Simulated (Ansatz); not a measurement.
# CH5BN2O: basis-set convergence

One table from this session's results is given with a row withheld; the runs are named, their logs left out.

The runs use Ansatz 0.2.0, Gaussian basis; one geometry, several basis sets.

Levels to be run: PBE0-D4/def2-SVP; ωB97M-V/def2-SVP; PBE0-D4/def2-QZVPP; ωB97M-V/def2-QZVPP; the functionals' def2-TZVPP values are taken from earlier runs.

### Structure used throughout

An earlier PBE0-D4 in a triple-zeta def2 set relaxation fixed the geometry.

SMILES `C=NB(N)O`, 10 atoms, charge 0, spin multiplicity 1.

Atoms are counted from 1 here; the program's logs count them from 0.

Bond lengths: C1–N2 1.252 Å, C1–H6 1.101 Å, C1–H7 1.096 Å, N2–B3 1.447 Å, B3–N4 1.412 Å, B3–O5 1.373 Å, N4–H8 1.004 Å, N4–H9 1.004 Å, O5–H10 0.958 Å. Angles: N2–C1–H6 124.1°, N2–C1–H7 120.5°, H6–C1–H7 115.5°, C1–N2–B3 127.6°, N2–B3–N4 119.3°, N2–B3–O5 117.0°, N4–B3–O5 123.6°, B3–N4–H8 121.4°, B3–N4–H9 124.3°, H8–N4–H9 113.8°, B3–O5–H10 113.9°.

Coordinates:

```csv
atom,x (Å),y (Å),z (Å)
C1,-0.99757,1.32607,-0.98447
N2,-0.28412,0.29844,-1.03287
B3,0.49925,-0.28268,0.03623
N4,-0.03723,-1.35377,0.78379
O5,1.76367,0.21841,0.22675
H6,-1.13401,1.94006,-0.08103
H7,-1.53511,1.67179,-1.87447
H8,-0.94313,-1.73357,0.57783
H9,0.47392,-1.87488,1.47267
H10,2.27742,-0.26087,0.87846
```

Set-up of the first run:

in.yaml

```yaml
crystal:
  periodic: [false, false, false]
  atoms:
    - {symbol: C, position_ang: [-0.997567, 1.326073, -0.984468]}
    - {symbol: N, position_ang: [-0.284118, 0.298441, -1.032867]}
    - {symbol: B, position_ang: [0.499250, -0.282679, 0.036234]}
    - {symbol: N, position_ang: [-0.037229, -1.353775, 0.783786]}
    - {symbol: O, position_ang: [1.763667, 0.218408, 0.226751]}
    - {symbol: H, position_ang: [-1.134011, 1.940060, -0.081031]}
    - {symbol: H, position_ang: [-1.535107, 1.671788, -1.874470]}
    - {symbol: H, position_ang: [-0.943127, -1.733569, 0.577831]}
    - {symbol: H, position_ang: [0.473924, -1.874881, 1.472671]}
    - {symbol: H, position_ang: [2.277416, -0.260866, 0.878464]}
basis:
  gaussian: {orbitals: def2-SVP}
hamiltonian: {xc: pbe0, dispersion: d4}
output: {orbitals: {seedname: orbitals}}
```

Started as:

```bash
$ ansatz run in.yaml --threads 2 --pin off --events-out ev --progress --plain --max-ram 4352MiB
```

Steps of the session up to this table: PBE0-D4 in def2-SVP; ωB97M-V in def2-SVP; PBE0-D4 in def2-QZVPP; ωB97M-V in def2-QZVPP.

One of the session's tables, all rows but one given; the rest of the session is left out.

| functional | basis | HOMO (eV) | LUMO (eV) |
| --- | --- | --- | --- |
| PBE0-D4 | def2-SVP | ? | ? |
| PBE0-D4 | def2-TZVPP | -6.85 | -0.38 |
| PBE0-D4 | def2-QZVPP | -6.89 | -0.47 |
| ωB97M-V | def2-SVP | -8.94 | 2.31 |
| ωB97M-V | def2-TZVPP | -9.19 | 1.86 |
| ωB97M-V | def2-QZVPP | -9.23 | 1.39 |

Estimate the missing values for PBE0-D4, def2-SVP.

The run gave: HOMO (eV): -6.60; LUMO (eV): -0.07. In the column «HOMO (eV)» it is the highest.
